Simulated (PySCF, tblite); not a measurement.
# C5H9FGeS: geometry, infrared bands and NMR shifts

What infrared bands and NMR shifts should C5H9FGeS (`C=C(F)/C(C)=C/[S][GeH3]`) show?

The runs use tblite 0.8.0 and PySCF 2.14.0, with density-fitted response routines of our own; the level of theory stands in each step. All values are computed, except where a source is named. Atoms count from 0, in the outputs and in this text.

**1. The starting structure**

17 atoms, charge 0, multiplicity 1; geometry from: force field or distance geometry start.

Bonds of the start (Å): C0–C1 1.32, C1–F2 1.34, C1–C3 1.46, C3–C4 1.50, C3–C5 1.30, C5–S6 1.79, S6–Ge7 2.25, C0–H8 1.08, C0–H9 1.11, C4–H10 1.11, C4–H11 1.11, C4–H12 1.11, C5–H13 1.08, Ge7–H14 1.57, Ge7–H15 1.57, Ge7–H16 1.54.

**2. Relaxing the molecule with GFN2-xTB**

What the job is given:

```
{"job": {"kind": "relax", "xc": "GFN2-xTB", "basis": "xTB"}, "charge": 0, "multiplicity": 1}
C     -2.797700     0.599100     0.637700
C     -1.963500     0.578100    -0.381200
F     -2.274300     1.249500    -1.500600
C     -0.690100    -0.138700    -0.353300
C     -0.216800    -0.927600     0.833900
C      0.069000    -0.103200    -1.414000
S      1.626000    -0.981900    -1.376200
Ge     3.096400     0.188500    -0.147500
H     -2.647700     0.098800     1.581100
H     -3.745600     1.163100     0.550500
H     -1.105000    -1.216200     1.426500
H      0.235100    -1.887600     0.499800
H      0.429200    -0.329000     1.508000
H     -0.167600     0.432500    -2.320300
H      2.254400     1.256300     0.631200
H      3.729100    -0.849100     0.838800
H      4.162200     0.879600    -1.024300
```

Run with:

```bash
$ OMP_NUM_THREADS=1 python probes_run.py task.json out
```

The driver reads the jobs from task.json and runs them one after another.

**Question.** This job is followed by: GFN2-xTB harmonic vibrations, gas phase; GIAO PBE0/pcSseg-1 NMR shielding, non-relativistic, gas phase. Predict these results of the whole session: strongest single infrared mode (GFN2-xTB); zero-point energy (GFN2-xTB); ¹³C shifts against TMS (PBE0/pcSseg-1); ¹H shifts against TMS (PBE0/pcSseg-1, means over atoms taken as alike); ¹⁹F shifts against CFCl3 (PBE0/pcSseg-1); ³³S shifts against CS2 (PBE0/pcSseg-1); ⁷³Ge shifts against GeMe4 (PBE0/pcSseg-1).

As calculated:

| quantity | value |
| --- | --- |
| strongest single infrared mode (GFN2-xTB) | 746 cm⁻¹, 485 km/mol |
| zero-point energy (GFN2-xTB) | 73.2 kcal/mol |
| ¹³C shifts against TMS (PBE0/pcSseg-1) | 173.6, 141.2, 134.7, 95.4, 18.0 ppm |
| ¹H shifts against TMS (PBE0/pcSseg-1, means over atoms taken as alike) | 6.98, 4.99, 4.66, 4.52, 2.01 ppm |
| ¹⁹F shifts against CFCl3 (PBE0/pcSseg-1) | -113.4 ppm |
| ³³S shifts against CS2 (PBE0/pcSseg-1) | -141 ppm |
| ⁷³Ge shifts against GeMe4 (PBE0/pcSseg-1) | -148 ppm |

What this shows: Relaxing lowered the energy by 0.473 eV in 116 steps; the close pair that moved most is Ge7–H14, from 1.567 to 1.500 Å. All 45 modes are real, so the xTB geometry is a minimum. The strongest single mode, at 746 cm⁻¹, has its largest shares on H14, H16 and H15 (the list is cut at 3 atoms). Unscaled tight-binding wavenumbers are off by several per cent, some by more. Its intensities can rank the bands wrongly. The most deshielded hydrogen is H13 (hydrogen on an alkene CH), at 6.98 ppm: attached to an sp2 carbon and in the plane of the double bond. At PBE0/pcSseg-1: The widest tensor belongs to S6: span 391 ppm, with a paramagnetic part of -413 ppm. Spin-orbit coupling is left out, which matters for shieldings and couplings at and beside the heavy atoms.
